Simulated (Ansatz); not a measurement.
**CH₆Al₂O: small, medium and large basis sets**

An exercise on one series of results from a longer session: the logs are not shown, and one member is left open.

The runs use Ansatz 0.2.0, Gaussian basis; one geometry, several basis sets.

Levels to be run: PBE0-D4/def2-SVP; ωB97M-V/def2-SVP; PBE0-D4/def2-QZVPP; ωB97M-V/def2-QZVPP; the functionals' def2-TZVPP values are taken from earlier runs.

**The relaxed structure**

The geometry comes from an earlier relaxation with PBE0-D4 in a triple-zeta def2 set; it is a stationary point, not always the lowest conformer.

10 atoms, charge 0, spin multiplicity 1.

Atoms are counted from 1 here; the program's logs count them from 0.

Bond lengths: O1–C2 1.519 Å, O1–Al4 1.925 Å, O1–H5 0.963 Å, C2–Al3 1.907 Å, C2–Al4 1.983 Å, C2–H6 1.087 Å, Al3–H7 1.592 Å, Al3–H8 1.583 Å, Al4–H9 1.579 Å, Al4–H10 1.590 Å. Angles: C2–O1–Al4 69.1°, C2–O1–H5 109.9°, Al4–O1–H5 119.3°, O1–C2–Al3 119.1°, O1–C2–Al4 65.1°, O1–C2–H6 106.6°, Al3–C2–Al4 110.4°, Al3–C2–H6 126.2°, Al4–C2–H6 113.7°, C2–Al3–H7 115.9°, C2–Al3–H8 119.9°, H7–Al3–H8 124.1°, O1–Al4–C2 45.7°, O1–Al4–H9 112.5°, O1–Al4–H10 108.5°, C2–Al4–H9 121.1°, C2–Al4–H10 114.4°, H9–Al4–H10 124.3°.

Set-up of the first run:

in.yaml reads:

```yaml
crystal:
  periodic: [false, false, false]
  atoms:
    - {symbol: O, position_ang: [-0.855280, 0.826362, -0.878470]}
    - {symbol: C, position_ang: [-0.759143, -0.108731, 0.315139]}
    - {symbol: Al, position_ang: [0.188682, -1.753340, 0.130031]}
    - {symbol: Al, position_ang: [0.504275, 1.418861, 0.348998]}
    - {symbol: H, position_ang: [-0.594958, 0.361374, -1.680821]}
    - {symbol: H, position_ang: [-1.655496, 0.052516, 0.907935]}
    - {symbol: H, position_ang: [0.851770, -2.017118, -1.293090]}
    - {symbol: H, position_ang: [0.349518, -2.715274, 1.376531]}
    - {symbol: H, position_ang: [0.124869, 2.776019, 1.062183]}
    - {symbol: H, position_ang: [1.928865, 1.108131, -0.285536]}
basis:
  gaussian: {orbitals: def2-SVP}
hamiltonian: {xc: pbe0, dispersion: d4}
output: {orbitals: {seedname: orbitals}}
```

Run with:

```bash
> ansatz run in.yaml --threads 2 --pin off --events-out ev --progress --plain --max-ram 4352MiB
```

Steps of the session up to this table: PBE0-D4 in def2-SVP; ωB97M-V in def2-SVP; PBE0-D4 in def2-QZVPP; ωB97M-V in def2-QZVPP.

One of the session's tables, all rows but one given; the rest of the session is left out.

It belongs to the step «Functionals by basis». 

```
functional       basis  HOMO (eV)
   PBE0-D4    def2-SVP      -7.07
   PBE0-D4  def2-TZVPP      -7.05
   PBE0-D4  def2-QZVPP      -7.05
   ωB97M-V    def2-SVP          ?
   ωB97M-V  def2-TZVPP      -9.23
   ωB97M-V  def2-QZVPP      -9.23
```

Q: Estimate the row for ωB97M-V, def2-SVP from the others.

The run gave: HOMO (eV): -9.21. In the column «HOMO (eV)» it lies between ωB97M-V, def2-QZVPP (-9.23) and PBE0-D4, def2-SVP (-7.07).
